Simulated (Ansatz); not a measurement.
MnS, space group Fm-3m, an SCF with some post-processing

Computed with Ansatz 0.2.0 through its Python package.

`survey_mns.py`:
```python
"""Electronic structure of MnS, looked at from several sides."""

from pathlib import Path

import ansatz as az
from ase.data import atomic_numbers
import numpy as np
from pymatgen.core import Structure
import spglib

structure = (
    az.Lattice.from_parameters(3.683319, 3.683319, 3.683319, alpha=60.0, beta=60.0, gamma=60.0)
    .atom("Mn", (0.0, 0.0, 0.0))
    .atom("S", (0.5, 0.5, 0.5))
    .moments(Mn=4)
)

base = (
    structure.calculation()
    .functional(az.Functional.LDA)
    .kpoints(8)
    .occupations(az.OccupationsMethod.FERMI_DIRAC, width=0.05)
    .spin("collinear")
    .scf(tolerance=1e-08)
    .bader_charges()
    .density()
    .potential()
    .output_files(volumetric_format=["xsf", "npy"])
    .populations()
)
result = base.run()
data = result.report

for key in ("converged", "n_iterations", "n_electrons", "n_kpoints", "n_pw", "n_symmetry_ops", "free_energy_ev", "fermi_energy_ev"):
    print(f"{key:18s} {data[key]}")

charges = result.bader_charges()
for atom in charges.atoms:
    print(f"Bader charge {atom.symbol:2s} {atom.partial_charge_e:+.3f} e")

folder = Path(result.write_results("volumes"))
print(sorted(path.name for path in folder.iterdir()))
head = (folder / "rho.xsf").read_text().split("BEGIN_BLOCK")[0]
print(head)

final = Structure(result.lattice.cell_ang, [s.symbol for s in result.lattice.sites], [s.position_frac for s in result.lattice.sites])
distances = np.array([n.nn_distance for shell in final.get_all_neighbors(5.0) for n in shell])
values, counts = np.unique(distances.round(2), return_counts=True)
print("distance (A)  neighbours per atom")
for value, count in list(zip(values, counts))[:14]:
    print(f"{value:10.2f} {count / len(final):10.2f}")

files = Path(result.write_results("tables"))
print((files / "populations.tsv").read_text())

print("site moments (muB):", [round(m, 2) for m in data["site_moments_mub"]])
print("electrons up, down:", [round(n, 3) for n in data["spin_occupation_sums"]])

spg_cell = (result.lattice.cell_ang, [s.position_frac for s in result.lattice.sites], [atomic_numbers[s.symbol] for s in result.lattice.sites])
# the group found depends on the tolerance
for tolerance in (1e-5, 1e-3, 1e-1):
    print(f"symprec {tolerance:g} A: {spglib.get_spacegroup(spg_cell, symprec=tolerance)}")
print("operations used by the run:", data["n_symmetry_ops"])
```

```console
$ python survey_mns.py
DeckWarning: basis.ecutwfc = 420 eV, auto-derived from the records' recommended cutoffs: set by Mn (normal level)
converged          True
n_iterations       11
n_electrons        21.0
n_kpoints          29
n_pw               701
n_symmetry_ops     48
free_energy_ev     -4711.129992897284
fermi_energy_ev    9.928659238084917
Bader charge Mn +1.081 e
Bader charge S  -1.081 e
['bader_charges.tsv', 'fields.json', 'populations.tsv', 'rho.npy', 'rho.xsf', 'rho_spin.npy', 'rho_spin.xsf', 'rho_z.tsv', 'v_es.npy', 'v_es.xsf', 'v_tot_dn.npy', 'v_tot_dn.xsf', 'v_tot_up.npy', 'v_tot_up.xsf', 'v_z.tsv']
CRYSTAL
PRIMVEC
    3.683319    0.000000    0.000000
    1.841660    3.189848    0.000000
    1.841660    1.063283    3.007417
PRIMCOORD
    2    1
   25    0.000000    0.000000    0.000000
   16    3.683319    2.126565    1.503709

distance (A)  neighbours per atom
      2.60       6.00
      3.68      12.00
      4.51       8.00
# site	symbol	l	j	q_up	q_dn
# orbitals = lowdin
# n_electrons = 21.000000
# spilling = 0.007551
0	Mn	0_3S	-	0.999834	0.999854
0	Mn	0_4S	-	0.318817	0.233957
0	Mn	1_3P	-	2.999534	2.998684
0	Mn	2_3D	-	4.880478	0.625767
1	S	0_3S	-	0.937433	0.895677
1	S	1_3P	-	2.568966	2.382419

site moments (muB): [4.1, 0.15]
electrons up, down: [12.802, 8.198]
symprec 1e-05 A: Fm-3m (225)
symprec 0.001 A: Fm-3m (225)
symprec 0.1 A: Fm-3m (225)
operations used by the run: 48
```
(Warnings from the package without file and line.)

Absolute energies stand on the zero of these potentials, so only differences at equal settings mean something. Other magnetic orders than the one started from may lie lower. For a metal this k-point mesh is coarse: on a finer one energies can move by several to tens of meV an atom and pressures by half a GPa or more, differences at one mesh by less. The zero of the levels is a convention of the potentials, so an absolute Fermi energy is no work function. With one magnetic atom the cell can hold only ferromagnetic order. Of the deposited cell: the entry's cell lengths or inner coordinates differ somewhat from later room-temperature determinations. Without a Hubbard U or exact exchange, semilocal functionals often make such 3d compounds metallic or too weakly gapped. The fields are valence quantities on the plane-wave grid; their values near the nuclei depend on the potentials. The starting cell is as deposited in a crystallographic database; the results hold for this polymorph, which needn't be the stable one. Wall time of the script: 14 s on 1 thread of Arm Neoverse V1, with other jobs on the host, peak memory 0.39 GiB.

(Lines on the test bed's own set-up are left out of the output.)
